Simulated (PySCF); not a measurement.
# 1,1-difluoro-2-vinylcyclopropane (C5H6F2): NMR shifts at several levels of theory, part 2 of 2

PySCF 2.14.0. Atoms count from 0.

**9. NMR shieldings: LDA/pcSseg-1**

What the job is given:

```
{"job": {"kind": "nmr", "xc": "LDA", "basis": "pcSseg-1", "pop": false}, "charge": 0, "multiplicity": 1}
C      2.221375     0.511683    -0.430670
C      1.028465     0.348580     0.144429
C     -0.163471    -0.175705    -0.545360
C     -1.560338     0.415954    -0.242885
C     -1.198743    -0.935997     0.201326
F     -1.767691    -1.998542    -0.376633
F     -1.019222    -1.167580     1.507664
H      3.073543     0.900744     0.131318
H      2.388881     0.259678    -1.482559
H      0.896526     0.606254     1.201585
H     -0.014865    -0.502475    -1.579541
H     -2.253975     0.513784    -1.080713
H     -1.611756     1.198741     0.517983
```

Level: GIAO LDA/pcSseg-1 NMR shielding, non-relativistic, gas phase.

Standard output:

```text
coarse grid: 11328 points
cycle   1  E = -390.5150132928  dE =  8.789e-01  |g| = 7.319e-01  |ddm| = 3.290e+00
cycle   2  E = -390.3366112052  dE =  1.784e-01  |g| = 1.234e+00  |ddm| = 1.363e+00
cycle   3  E = -390.6183035545  dE = -2.817e-01  |g| = 1.397e-01  |ddm| = 8.808e-01
cycle   4  E = -390.6221063114  dE = -3.803e-03  |g| = 6.144e-02  |ddm| = 1.673e-01
cycle   5  E = -390.6228191656  dE = -7.129e-04  |g| = 3.164e-02  |ddm| = 7.660e-02
cycle   6  E = -390.6230707773  dE = -2.516e-04  |g| = 5.352e-03  |ddm| = 2.620e-02
cycle   7  E = -390.6230765228  dE = -5.746e-06  |g| = 2.598e-03  |ddm| = 6.808e-03
final grid: 111480 points
cycle   8  E = -390.6793777246  dE = -4.445e-05  |g| = 8.483e-03  |ddm| = 2.630e-02
cycle   9  E = -390.6793428159  dE =  3.491e-05  |g| = 1.616e-02  |ddm| = 2.014e-02
cycle  10  E = -390.6793903750  dE = -4.756e-05  |g| = 1.354e-03  |ddm| = 1.359e-02
cycle  11  E = -390.6793907888  dE = -4.138e-07  |g| = 5.344e-04  |ddm| = 1.491e-03
cycle  12  E = -390.6793908539  dE = -6.513e-08  |g| = 1.814e-04  |ddm| = 5.412e-04
cycle  13  E = -390.6793908611  dE = -7.243e-09  |g| = 2.894e-05  |ddm| = 1.650e-04
cycle  14  E = -390.6793908613  dE = -1.812e-10  |g| = 1.233e-05  |ddm| = 4.124e-05
converged SCF energy = -390.6793908613

GIAO shielding tensors (ppm)
atom      isotropic    diamagn.    paramagn.     s11        s22        s33       span
  0 C       53.164     253.484    -200.320    -60.208     65.573    154.128    214.336
  1 C       32.954     253.428    -220.474    -86.088     38.551    146.398    232.487
  2 C      144.773     253.115    -108.342    112.385    132.461    189.472     77.087
  3 C      157.712     255.834     -98.122    137.899    153.516    181.722     43.823
  4 C       56.050     245.046    -188.997     34.701     41.018     92.431     57.730
  5 F      297.992     470.623    -172.631    171.890    314.031    408.053    236.163
  6 F      314.882     473.528    -158.646    195.923    322.152    426.570    230.647
  7 H       25.305      28.137      -2.832     22.246     24.503     29.167      6.921
  8 H       25.189      30.017      -4.828     21.508     24.727     29.333      7.824
  9 H       25.078      30.730      -5.652     22.570     23.339     29.326      6.756
 10 H       28.793      31.739      -2.947     23.830     28.287     34.261     10.432
 11 H       29.270      29.550      -0.280     24.694     26.620     36.495     11.801
 12 H       29.753      30.262      -0.509     25.249     27.767     36.242     10.993
```

Wall time 23 s (1 thread of Arm Neoverse N1, shared host); peak memory 0.78 GiB.

This run: δ C1 147.8, C0 127.6, C4 124.7, C2 35.9, H9 5.75, H8 5.64 ppm.

**10. Shielding tensors: BP86/pcSseg-1**

Same as in step 9 but for these lines:

```diff
@@ -1,2 +1,2 @@
-{"job": {"kind": "nmr", "xc": "LDA", "basis": "pcSseg-1", "pop": false}, "charge": 0, "multiplicity": 1}
+{"job": {"kind": "nmr", "xc": "BP86", "basis": "pcSseg-1", "pop": false}, "charge": 0, "multiplicity": 1}
 C      2.221375     0.511683    -0.430670
```

Method: GIAO BP86/pcSseg-1 NMR shielding, non-relativistic, gas phase.

Standard output:

```text
coarse grid: 11328 points
cycle   1  E = -393.5480138856  dE =  8.984e-01  |g| = 7.513e-01  |ddm| = 3.276e+00
cycle   2  E = -393.3693598410  dE =  1.787e-01  |g| = 1.266e+00  |ddm| = 1.348e+00
cycle   3  E = -393.6511610405  dE = -2.818e-01  |g| = 1.448e-01  |ddm| = 8.760e-01
cycle   4  E = -393.6553507624  dE = -4.190e-03  |g| = 6.129e-02  |ddm| = 1.701e-01
cycle   5  E = -393.6560784812  dE = -7.277e-04  |g| = 3.162e-02  |ddm| = 7.583e-02
cycle   6  E = -393.6563303801  dE = -2.519e-04  |g| = 5.272e-03  |ddm| = 2.587e-02
cycle   7  E = -393.6563361273  dE = -5.747e-06  |g| = 2.374e-03  |ddm| = 6.595e-03
final grid: 111480 points
cycle   8  E = -393.7299291400  dE = -5.841e-05  |g| = 6.112e-03  |ddm| = 3.673e-02
cycle   9  E = -393.7299117994  dE =  1.734e-05  |g| = 1.086e-02  |ddm| = 1.434e-02
cycle  10  E = -393.7299370634  dE = -2.526e-05  |g| = 1.209e-03  |ddm| = 9.382e-03
cycle  11  E = -393.7299373918  dE = -3.284e-07  |g| = 5.442e-04  |ddm| = 1.422e-03
cycle  12  E = -393.7299374620  dE = -7.023e-08  |g| = 2.019e-04  |ddm| = 5.817e-04
cycle  13  E = -393.7299374704  dE = -8.377e-09  |g| = 3.177e-05  |ddm| = 1.588e-04
cycle  14  E = -393.7299374706  dE = -1.907e-10  |g| = 1.545e-05  |ddm| = 4.354e-05
converged SCF energy = -393.7299374706

GIAO shielding tensors (ppm)
atom      isotropic    diamagn.    paramagn.     s11        s22        s33       span
  0 C       58.647     253.234    -194.587    -51.087     74.573    152.455    203.543
  1 C       38.508     253.035    -214.527    -77.404     46.969    145.960    223.363
  2 C      146.047     252.406    -106.359    115.031    133.459    189.649     74.618
  3 C      157.632     255.488     -97.855    138.451    152.662    181.784     43.333
  4 C       59.624     245.277    -185.654     38.429     44.930     95.512     57.083
  5 F      301.116     470.961    -169.846    175.919    321.135    406.292    230.373
  6 F      316.860     473.857    -156.997    198.658    328.767    423.155    224.498
  7 H       25.867      28.628      -2.761     22.775     25.044     29.782      7.008
  8 H       25.773      30.549      -4.776     22.160     25.253     29.906      7.746
  9 H       25.640      31.404      -5.764     23.184     23.940     29.795      6.611
 10 H       29.325      32.317      -2.992     24.395     28.940     34.640     10.245
 11 H       29.766      30.002      -0.236     25.285     27.250     36.764     11.478
 12 H       30.228      30.829      -0.601     25.806     28.402     36.476     10.670
```

Wall time 28 s (1 thread of Arm Neoverse N1, shared host); peak memory 0.78 GiB.

This run: δ C1 141.2, C0 121.1, C4 120.1, C2 33.7, H9 5.63, H8 5.49 ppm.

**11. NMR shieldings: PBE0/STO-3G**

Same as in step 10 but for these lines:

```diff
@@ -1,2 +1,2 @@
-{"job": {"kind": "nmr", "xc": "BP86", "basis": "pcSseg-1", "pop": false}, "charge": 0, "multiplicity": 1}
+{"job": {"kind": "nmr", "xc": "PBE0", "basis": "STO-3G", "pop": true}, "charge": 0, "multiplicity": 1}
 C      2.221375     0.511683    -0.430670
```

Level: GIAO PBE0/STO-3G NMR shielding, non-relativistic, gas phase.

Standard output:

```text
coarse grid: 11328 points
cycle   1  E = -388.0612431833  dE =  1.239e+00  |g| = 5.605e-01  |ddm| = 4.752e+00
cycle   2  E = -388.0749627668  dE = -1.372e-02  |g| = 5.719e-01  |ddm| = 1.452e+00
cycle   3  E = -388.1659692516  dE = -9.101e-02  |g| = 4.422e-02  |ddm| = 7.157e-01
cycle   4  E = -388.1662841100  dE = -3.149e-04  |g| = 3.298e-02  |ddm| = 9.375e-02
cycle   5  E = -388.1666111016  dE = -3.270e-04  |g| = 5.368e-03  |ddm| = 4.350e-02
cycle   6  E = -388.1666195512  dE = -8.450e-06  |g| = 1.259e-03  |ddm| = 8.192e-03
final grid: 111480 points
cycle   7  E = -388.1273091267  dE = -8.075e-06  |g| = 3.136e-03  |ddm| = 1.221e-02
cycle   8  E = -388.1273094559  dE = -3.292e-07  |g| = 3.024e-03  |ddm| = 7.824e-03
cycle   9  E = -388.1273120622  dE = -2.606e-06  |g| = 7.252e-04  |ddm| = 4.236e-03
cycle  10  E = -388.1273122223  dE = -1.602e-07  |g| = 1.074e-04  |ddm| = 9.597e-04
cycle  11  E = -388.1273122259  dE = -3.551e-09  |g| = 1.373e-05  |ddm| = 1.472e-04
cycle  12  E = -388.1273122260  dE = -6.298e-11  |g| = 2.764e-06  |ddm| = 2.493e-05
converged SCF energy = -388.1273122260

GIAO shielding tensors (ppm)
atom      isotropic    diamagn.    paramagn.     s11        s22        s33       span
  0 C      128.306     252.704    -124.398     35.990    138.496    210.432    174.442
  1 C      123.980     253.231    -129.251     33.556    131.101    207.283    173.727
  2 C      211.855     249.535     -37.680    185.723    203.199    246.645     60.922
  3 C      217.382     253.946     -36.564    197.865    215.942    238.339     40.474
  4 C      155.383     258.309    -102.926    129.827    138.037    198.286     68.459
  5 F      416.413     452.411     -35.999    371.358    407.476    470.403     99.045
  6 F      420.290     454.180     -33.890    373.970    415.076    471.824     97.853
  7 H       27.284      29.776      -2.492     24.322     25.822     31.708      7.386
  8 H       27.408      31.129      -3.721     24.005     25.801     32.419      8.414
  9 H       27.482      32.653      -5.171     24.265     26.603     31.579      7.314
 10 H       31.163      32.683      -1.521     24.187     29.841     39.460     15.273
 11 H       31.537      30.736       0.802     25.890     27.914     40.808     14.919
 12 H       31.702      31.646       0.056     26.003     28.930     40.172     14.170
```

It took 5.5 s on 1 thread of Arm Neoverse N1, shared host; peak memory 0.4 GiB.

Key values: δ C1 110.7, C0 106.4, C4 79.3, C2 22.8, H7 5.32, H8 5.20 ppm.

**12. NMR shieldings: PBE0/6-31G**

Same as in step 11 but for these lines:

```diff
@@ -1,2 +1,2 @@
-{"job": {"kind": "nmr", "xc": "PBE0", "basis": "STO-3G", "pop": true}, "charge": 0, "multiplicity": 1}
+{"job": {"kind": "nmr", "xc": "PBE0", "basis": "6-31G", "pop": true}, "charge": 0, "multiplicity": 1}
 C      2.221375     0.511683    -0.430670
```

Method: GIAO PBE0/6-31G NMR shielding, non-relativistic, gas phase.

Standard output:

```text
coarse grid: 11328 points
cycle   1  E = -393.1688175007  dE =  1.201e+00  |g| = 6.971e-01  |ddm| = 3.528e+00
cycle   2  E = -393.0962723697  dE =  7.255e-02  |g| = 9.720e-01  |ddm| = 1.577e+00
cycle   3  E = -393.2706473621  dE = -1.744e-01  |g| = 6.858e-02  |ddm| = 9.016e-01
cycle   4  E = -393.2716544107  dE = -1.007e-03  |g| = 3.210e-02  |ddm| = 1.130e-01
cycle   5  E = -393.2718883023  dE = -2.339e-04  |g| = 1.188e-02  |ddm| = 4.236e-02
cycle   6  E = -393.2719249506  dE = -3.665e-05  |g| = 1.885e-03  |ddm| = 1.150e-02
cycle   7  E = -393.2719257705  dE = -8.199e-07  |g| = 4.412e-04  |ddm| = 2.685e-03
final grid: 111480 points
cycle   8  E = -393.2413535157  dE = -1.624e-05  |g| = 7.705e-03  |ddm| = 1.843e-02
cycle   9  E = -393.2413467797  dE =  6.736e-06  |g| = 1.005e-02  |ddm| = 1.842e-02
cycle  10  E = -393.2413669382  dE = -2.016e-05  |g| = 9.493e-04  |ddm| = 1.062e-02
cycle  11  E = -393.2413671364  dE = -1.982e-07  |g| = 1.754e-04  |ddm| = 9.860e-04
cycle  12  E = -393.2413671428  dE = -6.426e-09  |g| = 8.951e-05  |ddm| = 2.604e-04
cycle  13  E = -393.2413671449  dE = -2.060e-09  |g| = 1.510e-05  |ddm| = 1.032e-04
cycle  14  E = -393.2413671449  dE = -6.344e-11  |g| = 2.255e-06  |ddm| = 2.091e-05
converged SCF energy = -393.2413671449

GIAO shielding tensors (ppm)
atom      isotropic    diamagn.    paramagn.     s11        s22        s33       span
  0 C       82.519     256.478    -173.959    -21.633     95.973    173.217    194.849
  1 C       68.862     251.953    -183.092    -40.748     78.351    168.982    209.729
  2 C      169.768     249.358     -79.590    141.574    160.339    207.391     65.818
  3 C      178.553     256.956     -78.403    159.119    177.079    199.460     40.341
  4 C       90.816     247.477    -156.661     69.668     74.367    128.412     58.744
  5 F      332.891     470.156    -137.265    216.216    351.640    430.818    214.602
  6 F      343.932     474.269    -130.337    234.892    356.415    440.487    205.595
  7 H       27.013      29.092      -2.078     23.977     26.286     30.777      6.800
  8 H       26.900      30.769      -3.870     23.448     26.142     31.109      7.661
  9 H       26.608      29.869      -3.261     24.207     25.051     30.568      6.361
 10 H       30.489      31.266      -0.777     25.082     29.641     36.745     11.663
 11 H       30.904      30.624       0.280     26.362     27.939     38.411     12.049
 12 H       31.290      30.298       0.993     26.741     28.946     38.184     11.443
```

Run time: 10 s. Hardware: 1 thread of Arm Neoverse N1, shared host; peak memory 0.49 GiB.

In short: δ C1 130.7, C0 117.0, C4 108.7, C2 29.8, H9 6.00, H8 5.71 ppm.

**13. Run by run: NMR shifts**

Shifts (ppm) of some atoms, chosen among heavy atoms and hydrogens apart, with basis size and wall time:

```csv
run,C1,C0,C4,H9,H10,F5,F6,functions,time
PBE/pcSseg-1,141.3,121.1,119.8,5.63,1.93,-154.6,-171.0,149,28 s
B3LYP/pcSseg-1,143.2,123.0,116.7,5.56,1.87,-143.1,-158.4,149,20 s
PBE0/pcSseg-1,142.3,123.9,114.7,5.64,1.91,-142.2,-156.9,149,20 s
HF/pcSseg-1,141.6,124.3,99.3,5.57,1.83,-115.9,-128.5,149,9.5 s
B97-2/pcSseg-1,139.0,120.8,113.5,5.58,1.90,-142.0,-156.3,149,20 s
BLYP/pcSseg-1,142.1,120.3,120.8,5.54,1.87,-153.2,-170.0,149,28 s
LDA/pcSseg-1,147.8,127.6,124.7,5.75,2.04,-158.7,-175.6,149,23 s
BP86/pcSseg-1,141.2,121.1,120.1,5.63,1.94,-156.4,-172.1,149,28 s
PBE0/STO-3G,110.7,106.4,79.3,5.12,1.44,-112.0,-115.9,41,5.5 s
PBE0/6-31G,130.7,117.0,108.7,6.00,2.12,-155.5,-166.6,75,10 s
```

**14. Results**

The summary covers parts 1 to 2.

```
                               quantity                                             value
                            point group                                                C1
   rotational constants (main isotopes)                              5.11, 1.71, 1.61 GHz
  13C shifts against TMS (PBE/pcSseg-1)               141.3, 121.1, 119.8, 33.6, 21.9 ppm
   1H shifts against TMS (PBE/pcSseg-1)            5.63, 5.49, 5.40, 1.93, 1.49, 1.01 ppm
19F shifts against CFCl3 (PBE/pcSseg-1)                                -154.6, -171.0 ppm
               range of the shift of F6                              -175.6 to -115.9 ppm
          property runs in this session  10, of which 0 failed and 1 gave unsound results
```

**Reading.** Single values in the summary come from the first run of each kind that ended normally (PBE/pcSseg-1), which need not be the best level. The optimisation took 12 steps and gained 0.154 eV; among the close pairs (by a distance rule), C2–C3 changed most, from 1.481 to 1.547 Å. C1 (alkene CH) lies farthest downfield among carbon, at 141.3 ppm; as expected for a trigonal carbon in a double bond. H9 (hydrogen on an alkene CH) lies farthest downfield among hydrogen, at 5.63 ppm; attached to an sp2 carbon and in the plane of the double bond. Across the 10 runs the shift of F6 moves most, between -175.6 (LDA/pcSseg-1) and -115.9 ppm (PBE0/STO-3G). A minimal basis is unusable for shieldings, so that end is no result.
